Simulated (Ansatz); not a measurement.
I need an atomisation energy of CH5NOSi, SMILES OC=N[SiH3]. Use the Python package of Ansatz (0.2.0). Settings (for the species named): PBE, cc-pVDZ basis, multiplicity 1.

```xyz
9

O    -1.0918    2.0055    0.3415
C    -0.6035    0.8324    0.4468
N    -0.0019    0.3898   -0.5786
Si    0.7803   -1.1883   -0.3393
H    -0.9235    2.3560   -0.5836
H    -0.7875    0.4019    1.4368
H     1.6662   -1.1380    0.8173
H    -0.3644   -2.1126   -0.0287
H     1.4147   -1.5930   -1.5293
```

The script, `tae_ch5nosi.py`:
```python
"""Energy to split CH5NOSi into its atoms."""

from collections import Counter
import logging
import sys

import ansatz as az

logging.basicConfig(stream=sys.stdout, format="%(levelname)s:%(name)s:%(message)s")
log = logging.getLogger("ansatz_job")
log.setLevel(logging.INFO)


def total_energy(molecule, charge=0, unpaired=0):
    calc = molecule.calculation().basis(gaussian="cc-pVDZ").functional("pbe")
    if charge:
        calc = calc.charge(charge)
    if unpaired:
        calc = calc.spin("collinear", total=unpaired)
    return calc.run(threads=1).report["free_energy_ev"]


def main() -> None:
    geometry_ang = [
        ("O", (-1.0918, 2.0055, 0.3415)),
        ("C", (-0.6035, 0.8324, 0.4468)),
        ("N", (-0.0019, 0.3898, -0.5786)),
        ("Si", (0.7803, -1.1883, -0.3393)),
        ("H", (-0.9235, 2.356, -0.5836)),
        ("H", (-0.7875, 0.4019, 1.4368)),
        ("H", (1.6662, -1.138, 0.8173)),
        ("H", (-0.3644, -2.1126, -0.0287)),
        ("H", (1.4147, -1.593, -1.5293)),
    ]
    mol = az.Crystal.molecule()
    for symbol, xyz in geometry_ang:
        mol = mol.atom(symbol, xyz)

    # unpaired electrons of the ground-state atoms
    unpaired = {"O": 2, "C": 2, "N": 3, "Si": 2, "H": 1}
    counts = Counter(site.symbol for site in mol.cartesian_sites)
    atom_energy = {s: total_energy(az.Crystal.molecule().atom(s, (0, 0, 0)), 0, unpaired[s]) for s in counts}
    whole = total_energy(mol, 0, 0)
    for s, e in atom_energy.items():
        log.info(f"{s:2s} x{counts[s]}  {e:14.5f} eV")
    log.info(f"CH5NOSi: {whole:.5f} eV")
    split = sum(counts[s] * e for s, e in atom_energy.items()) - whole
    log.info(f"atomisation energy (no zero-point term): {split:.3f} eV, {split / sum(counts.values()):.3f} eV an atom")


if __name__ == "__main__":
    main()
```

Output of `python tae_ch5nosi.py`:
```text
INFO:ansatz_job:O  x1     -2040.34830 eV
INFO:ansatz_job:C  x1     -1028.27851 eV
INFO:ansatz_job:N  x1     -1483.48805 eV
INFO:ansatz_job:Si x1     -7870.05275 eV
INFO:ansatz_job:H  x5       -13.56836 eV
INFO:ansatz_job:CH5NOSi: -12523.17039 eV
INFO:ansatz_job:atomisation energy (no zero-point term): 33.161 eV, 3.685 eV an atom
```

33.161 eV from the electronic energies, without the zero-point term.

What to keep in mind:
- Total energies depend on the basis set; only differences at equal settings carry meaning.
- The geometry is a force-field or estimated start, not a minimum of this method, and the basis set is short of its limit. All parts are taken at fixed geometry, without zero-point energy.
- For Al to Cl the sets with a tight d function, cc-pV(X+d)Z, are usual.
- This functional overbinds, so such energies come out a few per cent too high (LDA far more).
- Wall time of the script: 3.9 s on 1 thread of Arm Neoverse V1, on a shared host, peak memory 0.18 GiB.
